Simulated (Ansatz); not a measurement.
# CH10B2N2OSi: two geometries relaxed

Aim: relax the geometries before and after the inversion of the pyramid at N4, and see whether they are two minima and how far apart in energy. SMILES of the start: BO[SiH](N)BCN.

Method: RKS r2SCAN-D4/6-31G*, in Ansatz 0.2.0.

## Step 1: The system as given

Bond lengths (14 of 16 bonds, heavy atoms first): B1–O2 1.446 Å, O2–Si3 1.751 Å, Si3–N4 1.727 Å, Si3–B5 1.926 Å, B5–C6 1.592 Å, C6–N7 1.457 Å, B1–H8 1.129 Å, B1–H9 1.259 Å, Si3–H10 1.475 Å, N4–H11 1.129 Å, N4–H12 1.043 Å, B5–H13 1.187 Å, C6–H14 1.096 Å, C6–H15 1.085 Å. Angles (14 of 25 angles, heavy atoms first): B1–O2–Si3 108.6°, O2–Si3–N4 110.4°, O2–Si3–B5 111.7°, N4–Si3–B5 114.5°, Si3–B5–C6 121.5°, B5–C6–N7 108.9°, O2–B1–H8 121.7°, O2–B1–H9 118.3°, O2–Si3–H10 105.4°, N4–Si3–H10 107.4°, B5–Si3–H10 106.8°, Si3–N4–H11 106.2°, Si3–N4–H12 107.3°, Si3–B5–H13 122.7°.

Coordinates:

```xyz
17

B     1.0905   -1.4672    1.7831
O     2.1582   -0.9669    0.9461
Si    1.4569   -0.3004   -0.5128
N     0.5900   -1.5186   -1.3764
B     0.4423    1.2964   -0.1502
C    -1.1066    1.3955   -0.5040
N    -1.8340    0.4040    0.2774
H     0.6924   -2.5174    1.6715
H     0.5526   -0.6754    2.6013
H     2.6027    0.1025   -1.3498
H    -0.3583   -1.7049   -0.7927
H     0.2285   -1.0815   -2.2522
H     0.9218    2.2632    0.3448
H    -1.2493    1.1809   -1.5696
H    -1.4858    2.3891   -0.2906
H    -1.8851    0.7572    1.2875
H    -2.8359    0.4432   -0.0732
```

## Step 2: Relaxing end A

File input.yaml:

```yaml
crystal:
  periodic: [false, false, false]
  atoms:
    - { symbol: B, position_ang: [1.0905, -1.4672, 1.7831] }
    - { symbol: O, position_ang: [2.1582, -0.9669, 0.9461] }
    - { symbol: Si, position_ang: [1.4569, -0.3004, -0.5128] }
    - { symbol: "N", position_ang: [0.59, -1.5186, -1.3764] }
    - { symbol: B, position_ang: [0.4423, 1.2964, -0.1502] }
    - { symbol: C, position_ang: [-1.1066, 1.3955, -0.504] }
    - { symbol: "N", position_ang: [-1.834, 0.404, 0.2774] }
    - { symbol: H, position_ang: [0.6924, -2.5174, 1.6715] }
    - { symbol: H, position_ang: [0.5526, -0.6754, 2.6013] }
    - { symbol: H, position_ang: [2.6027, 0.1025, -1.3498] }
    - { symbol: H, position_ang: [-0.3583, -1.7049, -0.7927] }
    - { symbol: H, position_ang: [0.2285, -1.0815, -2.2522] }
    - { symbol: H, position_ang: [0.9218, 2.2632, 0.3448] }
    - { symbol: H, position_ang: [-1.2493, 1.1809, -1.5696] }
    - { symbol: H, position_ang: [-1.4858, 2.3891, -0.2906] }
    - { symbol: H, position_ang: [-1.8851, 0.7572, 1.2875] }
    - { symbol: H, position_ang: [-2.8359, 0.4432, -0.0732] }
basis:
  gaussian: { orbitals: "6-31G*" }
hamiltonian:
  xc: r2scan
  dispersion: d4
relax:
  f_tol: 0.015
  max_steps: 40
```

Launch:

```sh
$ ansatz run input.yaml --threads 2 --pin off --max-ram 3072MiB --backend cpu --events-out ev --progress --plain --runs-dir out
```

The program printed, cut to the lines that bear on the results:

```text
Warning: RAYON_NUM_THREADS=2 ignored (pool sized by the plan → 2); use --threads N
[...]
Functional definition: r2SCAN
[...]
1598 factors; their error is unknown
[...]
mean field -15451.40704275 eV, -567.8287354811 hartree, gradient 5.3e-6 eV, S^2 0.000000; 0 other end points of the search recorded, 0 dependent functions left out
[...]
reference -15451.40705261 eV, -567.8287358436 hartree; 31, 31 occupied and 98, 98 virtual orbitals, 1598 factors
relax step   1: F+E_penalty+E_count = -15451.51708787 eV  Δ(F+E_penalty+E_count) = +0.000e0 eV  max|allowed force component| = 3.475e0 eV/Å  Δτ_max = 0.0000 Å  (31 SCF iters, accepted)
[...]
relax step   5: F+E_penalty+E_count = -15452.70304245 eV  Δ(F+E_penalty+E_count) = -1.096e-1 eV  max|allowed force component| = 1.122e0 eV/Å  Δτ_max = 0.1940 Å  (29 SCF iters, accepted)
[...]
relax step   9: F+E_penalty+E_count = -15453.10761093 eV  Δ(F+E_penalty+E_count) = -5.827e-2 eV  max|allowed force component| = 7.951e-1 eV/Å  Δτ_max = 0.1935 Å  (29 SCF iters, accepted)
[...]
relax step  13: F+E_penalty+E_count = -15453.26090908 eV  Δ(F+E_penalty+E_count) = +6.082e-3 eV  max|allowed force component| = 4.197e-1 eV/Å  Δτ_max = 0.2000 Å  (29 SCF iters, rejected (line search))
[...]
relax step  17: F+E_penalty+E_count = -15453.30181793 eV  Δ(F+E_penalty+E_count) = -2.267e-3 eV  max|allowed force component| = 1.941e-1 eV/Å  Δτ_max = 0.0735 Å  (30 SCF iters, accepted)
relax step  18: F+E_penalty+E_count = -15453.30443913 eV  Δ(F+E_penalty+E_count) = -2.621e-3 eV  max|allowed force component| = 1.349e-1 eV/Å  Δτ_max = 0.0560 Å  (30 SCF iters, accepted)
relax step  19: F+E_penalty+E_count = -15453.30785729 eV  Δ(F+E_penalty+E_count) = -3.418e-3 eV  max|allowed force component| = 1.351e-1 eV/Å  Δτ_max = 0.0882 Å  (30 SCF iters, accepted)
```

## Step 3: The log goes on: end point A relaxed

The log, continued:

```text
relax step  20: F+E_penalty+E_count = -15453.31038924 eV  Δ(F+E_penalty+E_count) = -2.532e-3 eV  max|allowed force component| = 3.499e-1 eV/Å  Δτ_max = 0.1418 Å  (30 SCF iters, accepted)
relax step  21: F+E_penalty+E_count = -15453.31310415 eV  Δ(F+E_penalty+E_count) = -2.715e-3 eV  max|allowed force component| = 3.532e-1 eV/Å  Δτ_max = 0.0485 Å  (31 SCF iters, accepted)
relax step  22: F+E_penalty+E_count = -15453.31383072 eV  Δ(F+E_penalty+E_count) = -7.266e-4 eV  max|allowed force component| = 1.937e-1 eV/Å  Δτ_max = 0.1705 Å  (29 SCF iters, accepted)
relax step  23: F+E_penalty+E_count = -15453.33205438 eV  Δ(F+E_penalty+E_count) = -1.822e-2 eV  max|allowed force component| = 2.544e-1 eV/Å  Δτ_max = 0.1092 Å  (31 SCF iters, accepted)
relax step  24: F+E_penalty+E_count = -15453.33912989 eV  Δ(F+E_penalty+E_count) = -7.076e-3 eV  max|allowed force component| = 8.053e-1 eV/Å  Δτ_max = 0.1993 Å  (30 SCF iters, accepted)
relax step  25: F+E_penalty+E_count = -15453.35081924 eV  Δ(F+E_penalty+E_count) = -1.169e-2 eV  max|allowed force component| = 9.207e-1 eV/Å  Δτ_max = 0.0593 Å  (31 SCF iters, accepted)
[...]
mean field -15453.26105341 eV, -567.8968691163 hartree, gradient 2.7e-5 eV, S^2 0.000000; 0 other end points of the search recorded, 0 dependent functions left out
the calculation of the forces begins
reference -15453.26106355 eV, -567.8968694890 hartree; 31, 31 occupied and 98, 98 virtual orbitals, 1598 factors
relax step  26: F+E_penalty+E_count = -15453.37417920 eV  Δ(F+E_penalty+E_count) = -2.336e-2 eV  max|allowed force component| = 3.450e-1 eV/Å  Δτ_max = 0.0487 Å  (31 SCF iters, accepted)
these checks for a lower state are left out or cut short: starts, cluster_reference, orbital_swaps, neighbouring_geometries, increment
1598 factors; their error is unknown
mean field -15453.22419863 eV, -567.8955147281 hartree, gradient 2.0e-5 eV, S^2 0.000000; 0 other end points of the search recorded, 0 dependent functions left out
the calculation of the forces begins
reference -15453.22420876 eV, -567.8955151002 hartree; 31, 31 occupied and 98, 98 virtual orbitals, 1598 factors
relax step  27: F+E_penalty+E_count = -15453.33746628 eV  Δ(F+E_penalty+E_count) = +3.671e-2 eV  max|allowed force component| = 5.758e-1 eV/Å  Δτ_max = 0.1912 Å  (29 SCF iters, rejected (line search))
these checks for a lower state are left out or cut short: starts, cluster_reference, orbital_swaps, neighbouring_geometries, increment
1598 factors; their error is unknown
mean field -15453.26580607 eV, -567.8970437734 hartree, gradient 2.2e-5 eV, S^2 0.000000; 0 other end points of the search recorded, 0 dependent functions left out
the calculation of the forces begins
reference -15453.26581620 eV, -567.8970441457 hartree; 31, 31 occupied and 98, 98 virtual orbitals, 1598 factors
relax step  28: F+E_penalty+E_count = -15453.37910355 eV  Δ(F+E_penalty+E_count) = -4.924e-3 eV  max|allowed force component| = 1.402e-1 eV/Å  Δτ_max = 0.0538 Å  (31 SCF iters, accepted)
these checks for a lower state are left out or cut short: starts, cluster_reference, orbital_swaps, neighbouring_geometries, increment
1598 factors; their error is unknown
mean field -15453.26785216 eV, -567.8971189657 hartree, gradient 2.2e-5 eV, S^2 0.000000; 0 other end points of the search recorded, 0 dependent functions left out
the calculation of the forces begins
reference -15453.26786228 eV, -567.8971193377 hartree; 31, 31 occupied and 98, 98 virtual orbitals, 1598 factors
relax step  29: F+E_penalty+E_count = -15453.38120621 eV  Δ(F+E_penalty+E_count) = -2.103e-3 eV  max|allowed force component| = 7.903e-2 eV/Å  Δτ_max = 0.0218 Å  (31 SCF iters, accepted)
these checks for a lower state are left out or cut short: starts, cluster_reference, orbital_swaps, neighbouring_geometries, increment
1598 factors; their error is unknown
mean field evaluation 224: about -15453.2683 eV, gradient 3.0e-3 eV
mean field -15453.26829324 eV, -567.8971351752 hartree, gradient 2.2e-5 eV, S^2 0.000000; 0 other end points of the search recorded, 0 dependent functions left out
the calculation of the forces begins
reference -15453.26830337 eV, -567.8971355473 hartree; 31, 31 occupied and 98, 98 virtual orbitals, 1598 factors
relax step  30: F+E_penalty+E_count = -15453.38164934 eV  Δ(F+E_penalty+E_count) = -4.431e-4 eV  max|allowed force component| = 1.552e-2 eV/Å  Δτ_max = 0.0121 Å  (32 SCF iters, accepted)
these checks for a lower state are left out or cut short: starts, cluster_reference, orbital_swaps, neighbouring_geometries, increment
1598 factors; their error is unknown
mean field -15453.26837311 eV, -567.8971381103 hartree, gradient 2.2e-5 eV, S^2 0.000000; 0 other end points of the search recorded, 0 dependent functions left out
the calculation of the forces begins
reference -15453.26838323 eV, -567.8971384824 hartree; 31, 31 occupied and 98, 98 virtual orbitals, 1598 factors
relax step  31: F+E_penalty+E_count = -15453.38173809 eV  Δ(F+E_penalty+E_count) = -8.875e-5 eV  max|allowed force component| = 1.049e-2 eV/Å  Δτ_max = 0.0037 Å  (32 SCF iters, accepted)
1598 factors; their error is unknown
mean field evaluation 256: about -15453.2684 eV, gradient 7.2e-5 eV
mean field -15453.26837311 eV, -567.8971381103 hartree, gradient 4.0e-5 eV, S^2 0.000000; 1 other end points of the search recorded, 0 dependent functions left out
the calculation of the forces begins
reference -15453.26838323 eV, -567.8971384823 hartree; 31, 31 occupied and 98, 98 virtual orbitals, 1598 factors
Total energy: -15453.38174821 eV, -567.9013045685 hartree
Atom 0 at     1.066702    -0.821060     1.787152 Å, force    -0.000713     0.001650     0.000413 eV/Å
Atom 1 at     1.553276    -1.472751     0.749557 Å, force     0.003387    -0.004110    -0.002305 eV/Å
Atom 2 at     1.354769    -0.475221    -0.711906 Å, force    -0.004349    -0.001907     0.000361 eV/Å
Atom 3 at     0.328555    -1.137989    -1.895894 Å, force     0.005142    -0.002415    -0.010490 eV/Å
Atom 4 at     0.494331     1.045231     0.296023 Å, force     0.009353     0.001978     0.003772 eV/Å
Atom 5 at    -1.061276     1.307671     0.069120 Å, force    -0.001144     0.009560     0.000583 eV/Å
Atom 6 at    -1.846723     0.086020    -0.218608 Å, force    -0.001865    -0.008527    -0.001717 eV/Å
Atom 7 at     1.093619    -1.169721     2.933152 Å, force     0.000795     0.004167    -0.003502 eV/Å
Atom 8 at     0.476025     0.305560     1.619508 Å, force    -0.004206     0.000761     0.001245 eV/Å
Atom 9 at     2.739428    -0.458161    -1.257862 Å, force    -0.000190     0.000855     0.001044 eV/Å
Atom 10 at    -0.669924    -1.016661    -1.720805 Å, force    -0.003851     0.003622     0.007276 eV/Å
Atom 11 at     0.568524    -1.874983    -2.545234 Å, force     0.001139    -0.000996     0.001111 eV/Å
Atom 12 at     1.147586     1.989223     0.667968 Å, force    -0.002151    -0.003894     0.000415 eV/Å
Atom 13 at    -1.083927     1.931039    -0.841783 Å, force     0.001957    -0.000878     0.001085 eV/Å
Atom 14 at    -1.506493     1.933345     0.865134 Å, force    -0.001091    -0.001422    -0.000517 eV/Å
Atom 15 at    -1.848001    -0.503877     0.614643 Å, force    -0.001187     0.000159     0.002557 eV/Å
Atom 16 at    -2.825572     0.332035    -0.369965 Å, force    -0.001025     0.001397    -0.001331 eV/Å
Dipole moment:    -0.490293    -0.037365     0.076836 e Å
```

Run time: 6.4 min. Hardware: 2 threads of Arm Neoverse N1, shared host; peak memory 0.23 GiB.

Step by step, one in 2:

| step | energy from step 1 (eV) | largest force component (eV/Å) |
| --- | --- | --- |
| 1 | 0.0000 | 3.4753 |
| 3 | -0.9298 | 1.2954 |
| 5 | -1.1860 | 1.1220 |
| 7 | -1.4487 | 0.4925 |
| 9 | -1.5905 | 0.7951 |
| 11 | -1.7303 | 0.7421 |
| 13x | -1.7438 | 0.4197 |
| 15 | -1.7767 | 0.1043 |
| 17 | -1.7847 | 0.1941 |
| 19 | -1.7908 | 0.1351 |
| 21 | -1.7960 | 0.3532 |
| 23 | -1.8150 | 0.2544 |
| 25 | -1.8337 | 0.9207 |
| 27x | -1.8204 | 0.5758 |
| 29 | -1.8641 | 0.0790 |
| 31 | -1.8646 | 0.0105 |

Step 1 is the start. 2 steps were tried and not accepted (marked x).

After: Bond lengths (14 of 16 bonds, heavy atoms first): B1–O2 1.318 Å, O2–Si3 1.781 Å, Si3–N4 1.701 Å, Si3–B5 2.017 Å, B5–C6 1.594 Å, C6–N7 1.481 Å, B1–H8 1.198 Å, B1–H9 1.283 Å, Si3–H10 1.489 Å, N4–H11 1.021 Å, N4–H12 1.011 Å, B5–H13 1.207 Å, C6–H14 1.104 Å, C6–H15 1.106 Å. Angles (14 of 25 angles, heavy atoms first): B1–O2–Si3 109.1°, O2–Si3–N4 114.8°, O2–Si3–B5 93.4°, N4–Si3–B5 112.6°, Si3–B5–C6 118.0°, B5–C6–N7 114.2°, O2–B1–H8 126.9°, O2–B1–H9 120.1°, O2–Si3–H10 101.8°, N4–Si3–H10 108.1°, B5–Si3–H10 124.9°, Si3–N4–H11 115.1°, Si3–N4–H12 126.0°, Si3–B5–H13 120.9°.

## Step 4: Relaxing end B

The second end starts from a geometry with the move made by hand.

Edit input.yaml of step 2 so:

```diff
@@ -13,4 +13,4 @@
     - { symbol: H, position_ang: [2.6027, 0.1025, -1.3498] }
-    - { symbol: H, position_ang: [-0.3583, -1.7049, -0.7927] }
-    - { symbol: H, position_ang: [0.2285, -1.0815, -2.2522] }
+    - { symbol: H, position_ang: [0.76071, -2.48417, -0.81674] }
+    - { symbol: H, position_ang: [1.09974, -1.68822, -2.27092] }
     - { symbol: H, position_ang: [0.9218, 2.2632, 0.3448] }
```

Launch:

```sh
$ ansatz run input.yaml --threads 2 --pin off --max-ram 3072MiB --backend cpu --events-out ev --progress --plain --runs-dir out
```

The program printed, cut to the lines that bear on the results:

```text
Warning: RAYON_NUM_THREADS=2 ignored (pool sized by the plan → 2); use --threads N
[...]
[... 1 set-up line as earlier in the session ...]
[...]
1598 factors; their error is unknown
[...]
mean field -15451.29155688 eV, -567.8244914539 hartree, gradient 4.0e-5 eV, S^2 0.000000; 0 other end points of the search recorded, 0 dependent functions left out
[...]
reference -15451.29156678 eV, -567.8244918176 hartree; 31, 31 occupied and 98, 98 virtual orbitals, 1598 factors
relax step   1: F+E_penalty+E_count = -15451.40013821 eV  Δ(F+E_penalty+E_count) = +0.000e0 eV  max|allowed force component| = 3.637e0 eV/Å  Δτ_max = 0.0000 Å  (30 SCF iters, accepted)
[...]
relax step   8: F+E_penalty+E_count = -15452.80597279 eV  Δ(F+E_penalty+E_count) = -4.960e-2 eV  max|allowed force component| = 3.848e-1 eV/Å  Δτ_max = 0.1943 Å  (28 SCF iters, accepted)
[...]
relax step  15: F+E_penalty+E_count = -15452.99518284 eV  Δ(F+E_penalty+E_count) = -2.721e-2 eV  max|allowed force component| = 1.489e-1 eV/Å  Δτ_max = 0.1467 Å  (30 SCF iters, accepted)
[...]
relax step  22: F+E_penalty+E_count = -15453.29236968 eV  Δ(F+E_penalty+E_count) = -1.782e-2 eV  max|allowed force component| = 1.135e-1 eV/Å  Δτ_max = 0.0966 Å  (30 SCF iters, accepted)
[...]
relax step  27: F+E_penalty+E_count = -15453.31150045 eV  Δ(F+E_penalty+E_count) = -1.206e-3 eV  max|allowed force component| = 5.956e-2 eV/Å  Δτ_max = 0.0249 Å  (31 SCF iters, accepted)
relax step  28: F+E_penalty+E_count = -15453.31247780 eV  Δ(F+E_penalty+E_count) = -9.773e-4 eV  max|allowed force component| = 8.121e-2 eV/Å  Δτ_max = 0.0224 Å  (31 SCF iters, accepted)
```

## Step 5: More of the same log: end point B relaxed

The log, continued, cut to the lines that bear on the results:

```text
relax step  29: F+E_penalty+E_count = -15453.31405180 eV  Δ(F+E_penalty+E_count) = -1.574e-3 eV  max|allowed force component| = 7.734e-2 eV/Å  Δτ_max = 0.0361 Å  (31 SCF iters, accepted)
[...]
relax step  31: F+E_penalty+E_count = -15453.31987190 eV  Δ(F+E_penalty+E_count) = -3.114e-3 eV  max|allowed force component| = 3.713e-1 eV/Å  Δτ_max = 0.0349 Å  (31 SCF iters, accepted)
[...]
relax step  33: F+E_penalty+E_count = -15453.35846663 eV  Δ(F+E_penalty+E_count) = -3.075e-2 eV  max|allowed force component| = 4.642e-1 eV/Å  Δτ_max = 0.1928 Å  (30 SCF iters, accepted)
[...]
relax step  35: F+E_penalty+E_count = -15453.36596431 eV  Δ(F+E_penalty+E_count) = +6.158e-3 eV  max|allowed force component| = 4.378e-1 eV/Å  Δτ_max = 0.0720 Å  (30 SCF iters, rejected (line search))
[...]
Atom 7 at     1.095914    -1.060304     3.046434 Å, force    -0.000390    -0.001572     0.007722 eV/Å
Atom 8 at     0.445764     0.291091     1.624173 Å, force     0.000749     0.012119    -0.013008 eV/Å
Atom 9 at     2.949431    -0.445201    -1.073755 Å, force    -0.002440    -0.001632     0.003367 eV/Å
Atom 10 at    -0.394190    -1.207725    -1.697060 Å, force    -0.000438    -0.001402     0.000401 eV/Å
Atom 11 at     0.928832    -2.049183    -2.401701 Å, force    -0.002710     0.000690    -0.001584 eV/Å
Atom 12 at     1.125586     1.971184     0.667644 Å, force     0.005361     0.011746     0.005073 eV/Å
Atom 13 at    -0.985179     1.760983    -1.002807 Å, force     0.000509    -0.002336     0.001919 eV/Å
Atom 14 at    -1.532603     1.817262     0.667568 Å, force     0.000052    -0.000136     0.000465 eV/Å
Atom 15 at    -1.765822    -0.635371     0.507687 Å, force     0.001171     0.001578    -0.004829 eV/Å
Atom 16 at    -2.691195     0.111738    -0.592174 Å, force     0.003414    -0.000501     0.000396 eV/Å
Dipole moment:    -0.499529    -0.057364     0.045556 e Å
```

Wall time 8 min (2 threads of Arm Neoverse N1, shared host); peak memory 0.23 GiB.

The steps of the relaxation, one in 2:

| step | energy from step 1 (eV) | largest force component (eV/Å) |
| --- | --- | --- |
| 1 | 0.0000 | 3.6374 |
| 3 | -0.9891 | 0.8633 |
| 5 | -1.2099 | 0.6700 |
| 7 | -1.3562 | 0.4547 |
| 9 | -1.4396 | 0.5587 |
| 11 | -1.5149 | 0.5278 |
| 13 | -1.5430 | 0.3738 |
| 15 | -1.5950 | 0.1489 |
| 17 | -1.6841 | 0.8224 |
| 19 | -1.8410 | 0.4835 |
| 21 | -1.8744 | 0.2410 |
| 23 | -1.9026 | 0.2175 |
| 25 | -1.9061 | 0.1841 |
| 27 | -1.9114 | 0.0596 |
| 29 | -1.9139 | 0.0773 |
| 31 | -1.9197 | 0.3713 |
| 33 | -1.9583 | 0.4642 |
| 35x | -1.9658 | 0.4378 |
| 37 | -1.9806 | 0.0827 |
| 39 | -1.9815 | 0.0130 |

Step 1 is the start. 3 steps were tried and not accepted (marked x).

After: Bond lengths (14 of 16 bonds, heavy atoms first): B1–O2 1.318 Å, O2–Si3 1.781 Å, Si3–N4 1.701 Å, Si3–B5 2.017 Å, B5–C6 1.594 Å, C6–N7 1.481 Å, B1–H8 1.198 Å, B1–H9 1.283 Å, Si3–H10 1.489 Å, N4–H11 1.021 Å, N4–H12 1.011 Å, B5–H13 1.206 Å, C6–H14 1.104 Å, C6–H15 1.106 Å. Angles (14 of 25 angles, heavy atoms first): B1–O2–Si3 109.0°, O2–Si3–N4 114.9°, O2–Si3–B5 93.3°, N4–Si3–B5 112.5°, Si3–B5–C6 118.2°, B5–C6–N7 114.1°, O2–B1–H8 126.9°, O2–B1–H9 120.3°, O2–Si3–H10 101.7°, N4–Si3–H10 108.2°, B5–Si3–H10 124.8°, Si3–N4–H11 115.0°, Si3–N4–H12 126.1°, Si3–B5–H13 120.5°.

## Step 6: What came out

```
                           quantity                     value
                              end A  28 moves, 1.865 eV lower
                              end B  35 moves, 1.982 eV lower
largest difference between the ends                    0.04 Å
            end B relative to end A                 +0.000 eV
```

**Reading.** Both starts fell into the same minimum (no atom differs by more than 0.04 Å), so from this start no second minimum was found and no band was run; another arrangement could still be one.
